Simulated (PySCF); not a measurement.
# C6H11N: excited-state relaxation

Aim: compute the excited-state relaxation of C6H11N (`C#CC[C@H](C)CN`).

Computed with PySCF 2.14.0 and routines of our own; the level stands in each step. Atoms count from 0.

## 1. The starting structure

18 atoms, charge 0, multiplicity 1; geometry from: GFN2-xTB.

## 2. Relaxing the molecule at CAM-B3LYP/def2-SV(P)

What the job is given:

```
{"job": {"xc": "CAM-B3LYP", "basis": "def2-SV(P)", "grid": 1, "kind": "geom"}, "charge": 0, "multiplicity": 1}
C      3.317360    -0.737222    -0.050548
C      2.255194    -0.424102    -0.504094
C      0.963741    -0.033642    -1.029741
C     -0.055235     0.230905     0.089521
C     -0.331400    -1.053528     0.867504
C     -1.346450     0.810863    -0.521149
N     -2.359535     1.234029     0.425357
H      4.252802    -1.014315     0.334411
H      1.091506     0.870004    -1.633479
H      0.589136    -0.828097    -1.682097
H      0.368804     0.974717     0.776204
H     -0.993874    -0.867369     1.710912
H      0.599200    -1.464630     1.252789
H     -0.796010    -1.796445     0.220927
H     -1.091993     1.685137    -1.129263
H     -1.803008     0.064828    -1.178468
H     -2.695481     0.443927     0.964576
H     -1.973517     1.911259     1.074982
```

The run is started by

```sh
OMP_NUM_THREADS=1 python excited_run.py task.json out
```

This one command runs all jobs of the session in turn.

Log:

```text
step   0  E = -289.52350223  max force = 0.018937
step   1  E = -289.52596314  max force = 0.003371
step   2  E = -289.52602053  max force = 0.000646
step   3  E = -289.52603463  max force = 0.000457
step   4  E = -289.52604333  max force = 0.000554
step   5  E = -289.52604927  max force = 0.000294
optimisation converged
```

Wall time 31 s (1 thread of Intel Xeon 6975P-C, shared host); peak memory 0.65 GiB.

Along the way:

```
step  energy from step 0 (eV)  largest force component (eV/Å)
   0                   0.0000                          0.9738
   1                  -0.0670                          0.1733
   2                  -0.0685                          0.0332
   3                  -0.0689                          0.0235
   4                  -0.0691                          0.0285
   5                  -0.0693                          0.0151
```

Distances of close pairs at the start and the end, largest changes first:

```
  bond  before (Å)  after (Å)  change (Å)
 C0–H7       1.049      1.074      +0.026
C4–H13       1.089      1.106      +0.017
 C1–C2       1.448      1.464      +0.016
C4–H12       1.088      1.102      +0.014
C4–H11       1.089      1.103      +0.014
 C2–H9       1.094      1.106      +0.012
C5–H15       1.094      1.106      +0.012
 C2–H8       1.094      1.105      +0.011
```

The next job starts from the end point, and lists it.

```
                         at the end point                value
  point group (found at 0.08 Å tolerance)                   C1
rotational constants (GHz, main isotopes)  6.633, 1.253, 1.134
                        dipole moment (D)                 0.85
```

## 3. Excited-state relaxation: TDA CAM-B3LYP/def2-SV(P)

What the job is given:

```
{"job": {"kind": "xopt", "state": "S1", "method": "TDA", "freq": false, "xc": "CAM-B3LYP", "basis": "def2-SV(P)", "grid": 1}, "charge": 0, "multiplicity": 1}
C      3.385932    -0.506340    -0.179358
C      2.299338    -0.172856    -0.583596
C      0.980073     0.237386    -1.066722
C     -0.048634     0.501645     0.048072
C     -0.329488    -0.754514     0.867499
C     -1.331028     1.089264    -0.567705
N     -2.382798     1.476445     0.350837
H      4.355323    -0.803216     0.176054
H      1.095450     1.148600    -1.680647
H      0.586829    -0.542288    -1.745365
H      0.379111     1.267649     0.721719
H     -1.025788    -0.540388     1.695223
H      0.596024    -1.162367     1.305114
H     -0.782825    -1.541454     0.236816
H     -1.060327     1.976034    -1.169018
H     -1.753723     0.356539    -1.279989
H     -2.774597     0.677414     0.845890
H     -2.050019     2.145628     1.044563
```

With the program's defaults for keys left out, this is: TDA CAM-B3LYP/def2-SV(P) excited-state geometry optimisation, gas phase.

Log:

```text
final grid: 63392 points
cycle   1  E = -289.4799199154  dE =  7.946e-01  |g| = 4.117e-01  |ddm| = 4.330e+00
cycle   2  E = -289.5012652701  dE = -2.135e-02  |g| = 3.286e-01  |ddm| = 9.674e-01
cycle   3  E = -289.5251578473  dE = -2.389e-02  |g| = 6.161e-02  |ddm| = 3.787e-01
cycle   4  E = -289.5258083137  dE = -6.505e-04  |g| = 3.067e-02  |ddm| = 9.505e-02
cycle   5  E = -289.5260173235  dE = -2.090e-04  |g| = 1.144e-02  |ddm| = 3.664e-02
cycle   6  E = -289.5260478062  dE = -3.048e-05  |g| = 2.380e-03  |ddm| = 1.369e-02
cycle   7  E = -289.5260492138  dE = -1.408e-06  |g| = 4.268e-04  |ddm| = 2.855e-03
cycle   8  E = -289.5260492632  dE = -4.945e-08  |g| = 1.326e-04  |ddm| = 7.248e-04
cycle   9  E = -289.5260492696  dE = -6.366e-09  |g| = 2.413e-05  |ddm| = 2.849e-04
cycle  10  E = -289.5260492700  dE = -3.978e-10  |g| = 9.682e-06  |ddm| = 9.903e-05
converged SCF energy = -289.5260492700

vertical S1 at the ground-state geometry: 6.7324 eV
step    E(state)/Eh    max force   excitation/eV  root
  0    -289.27615371   0.044778     6.7476      1
  1    -289.29358916   0.016443     5.9927      1
  2    -289.29622271   0.011193     5.8451      1
  3    -289.29839662   0.008255     5.6020      1
  4    -289.30031502   0.016907     5.2515      1
  5    -289.29257709   0.042042     4.7101      1
  6    -289.30146957   0.024473     4.7853      1
  7    -289.30348156   0.027244     4.7133      1
  8    -289.30954803   0.034091     3.3241      1
  9    -289.31427238   0.021589     2.7177      1
 10    -289.31774058   0.008181     2.0501      1
 11    -289.31807167   0.002819     1.7295      1
optimisation not converged (dissociating)
```

Run time: 2.3 min. Hardware: 1 thread of Intel Xeon 6975P-C, shared host; peak memory 0.87 GiB.

Diagnosis: The run did not converge. Numbers from the part that failed are no properties of the molecule.

## 4. Excited-state relaxation: UKS CAM-B3LYP/def2-SV(P)

The job, as its differences from that of step 3:

```diff
@@ -1,2 +1,2 @@
-{"job": {"kind": "xopt", "state": "S1", "method": "TDA", "freq": false, "xc": "CAM-B3LYP", "basis": "def2-SV(P)", "grid": 1}, "charge": 0, "multiplicity": 1}
+{"job": {"kind": "xopt", "state": "T1", "method": "UKS", "freq": false, "xc": "CAM-B3LYP", "basis": "def2-SV(P)", "grid": 1}, "charge": 0, "multiplicity": 1}
 C      3.385932    -0.506340    -0.179358
```

Method: UKS CAM-B3LYP/def2-SV(P) excited-state geometry optimisation, gas phase.

Log:

```text
final grid: 63392 points
cycle   1  E = -289.4799199154  dE =  7.946e-01  |g| = 4.117e-01  |ddm| = 4.330e+00
cycle   2  E = -289.5012652701  dE = -2.135e-02  |g| = 3.286e-01  |ddm| = 9.674e-01
cycle   3  E = -289.5251578473  dE = -2.389e-02  |g| = 6.161e-02  |ddm| = 3.787e-01
cycle   4  E = -289.5258083137  dE = -6.505e-04  |g| = 3.067e-02  |ddm| = 9.505e-02
cycle   5  E = -289.5260173235  dE = -2.090e-04  |g| = 1.144e-02  |ddm| = 3.664e-02
cycle   6  E = -289.5260478062  dE = -3.048e-05  |g| = 2.380e-03  |ddm| = 1.369e-02
cycle   7  E = -289.5260492138  dE = -1.408e-06  |g| = 4.268e-04  |ddm| = 2.855e-03
cycle   8  E = -289.5260492632  dE = -4.945e-08  |g| = 1.326e-04  |ddm| = 7.248e-04
cycle   9  E = -289.5260492696  dE = -6.366e-09  |g| = 2.413e-05  |ddm| = 2.849e-04
cycle  10  E = -289.5260492700  dE = -3.978e-10  |g| = 9.682e-06  |ddm| = 9.903e-05
converged SCF energy = -289.5260492700

vertical T1 at the ground-state geometry: 5.7570 eV
step    E(state)/Eh    max force   <S^2>
  0    -289.30978648   0.239635    2.0063
  1    -289.34198125   0.017203    2.0068
  2    -289.34366497   0.017856    2.0066
  3    -289.34859447   0.025423    2.0057
  4    -289.36160312   0.024698    2.0042
  5    -289.37406259   0.020661    2.0038
  6    -289.38045877   0.038072    2.0036
  7    -289.38823608   0.023073    2.0030
  8    -289.39045253   0.009136    2.0026
  9    -289.39137318   0.004245    2.0026
 10    -289.39160834   0.002353    2.0026
 11    -289.39180623   0.002621    2.0026
 12    -289.39200461   0.002489    2.0026
 13    -289.39214650   0.001699    2.0026
 14    -289.39223040   0.000443    2.0026
 15    -289.39225603   0.000733    2.0026
 16    -289.39229027   0.001231    2.0026
 17    -289.39231294   0.001022    2.0026
 18    -289.39232084   0.000398    2.0026
optimisation converged
vertical emission 1.2688 eV, adiabatic 3.6389 eV, Stokes shift 4.4883 eV, reorganisation 2.1181 (excited) and 2.3701 eV (ground)
```

Run time: 3.9 min. Hardware: 1 thread of Intel Xeon 6975P-C, shared host; peak memory 0.74 GiB.

Key values:

```
                                     quantity    value
vertical gap at the ground-state geometry, T1  5.76 eV
                         adiabatic energy, T1  3.64 eV
     vertical gap at the relaxed geometry, T1  1.27 eV
               difference of the two gaps, T1  4.49 eV
                    geometry moved (RMSD), T1  0.516 Å
```

Bonds of the start that changed most:

```
 bond  start (Å)  end (Å)
C0–C1      1.206    1.331
C0–H7      1.074    1.105
C1–C2      1.464    1.478
C2–H9      1.106    1.114
C2–H8      1.105    1.107
C3–C5      1.539    1.540
```

Mulliken spin populations:

C0 0.96; C1 0.89; C2 -0.01; C3 0.01; C4 0.00; C5 0.00; N6 0.00; H7 0.07; H8 0.01; H9 0.07; H10 0.00; H11 0.00; H12 0.00; H13 0.00; H14 0.00; H15 0.00; H16 0.00; H17 0.00

## 5. Results

| quantity | value |
| --- | --- |
| point group | C1 |
| rotational constants (main isotopes) | 6.63, 1.25, 1.13 GHz |
| vertical gap at the ground-state geometry, T1 (step 4, UKS CAM-B3LYP/def2-SV(P)) | 5.76 eV |
| adiabatic energy, T1 (step 4, UKS CAM-B3LYP/def2-SV(P)) | 3.64 eV |
| vertical gap at the relaxed geometry, T1 (step 4, UKS CAM-B3LYP/def2-SV(P)) | 1.27 eV |
| difference of the two gaps, T1 (step 4, UKS CAM-B3LYP/def2-SV(P)) | 4.49 eV |
| runs | 1 failed, 0 ended on unsound input |

The optimisation took 5 steps and gained 0.069 eV; among the close pairs (by a distance rule), C0–H7 changed most, from 1.049 to 1.074 Å. In step 4 the harmonic model is doubtful. Where no frequencies were run, the relaxed excited state may be a saddle. In step 4 (excited-state relaxation), among the bonds C0–C1 changes most, from 1.206 to 1.331 Å. The atoms move far more than that, so angles or torsions carry the main change.
